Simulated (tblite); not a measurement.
# AsGa2H9N2: the cost of one run

Computed with tblite 0.8.0 and PySCF 2.14.0; each step states its level. No surroundings beyond the atoms listed, unless a continuum is named. Atoms count from 0, parts from 1.

## Step 1: The system as given

14 atoms, charge 0, multiplicity 1; geometry: distance geometry start.

## Step 2: Geometry optimisation with GFN2-xTB

What the job is given:

```
{"job": {"kind": "relax", "xc": "GFN2-xTB", "basis": "xTB"}, "charge": 0, "multiplicity": 1}
N     -1.634666    -0.270586     0.132718
Ga    -0.193029    -0.378979     1.426942
N      1.058398     0.409672     0.146404
Ga    -0.401842     0.533909    -1.168787
As    -0.025695    -0.939460    -3.023802
H     -1.937660    -1.184800    -0.171654
H     -2.331747     0.386602     0.425174
H     -0.425699     0.498001     2.608292
H      0.159838    -1.812809     1.762478
H      1.743976    -0.252724    -0.134971
H      1.351010     1.319328     0.425867
H     -0.777777     1.951408    -1.499723
H      1.419347    -1.218128    -3.358941
H     -0.984118    -0.802088    -4.166431
```

Method: GFN2-xTB geometry optimisation, gas phase.

Command:

```bash
OMP_NUM_THREADS=1 python cluster_run.py task.json out
```

One launch serves the whole session: the jobs run in the order shown.

Q: Estimate the wall time of this first job on 1 thread of Arm Neoverse V2, shared host.

About 1.2 s.
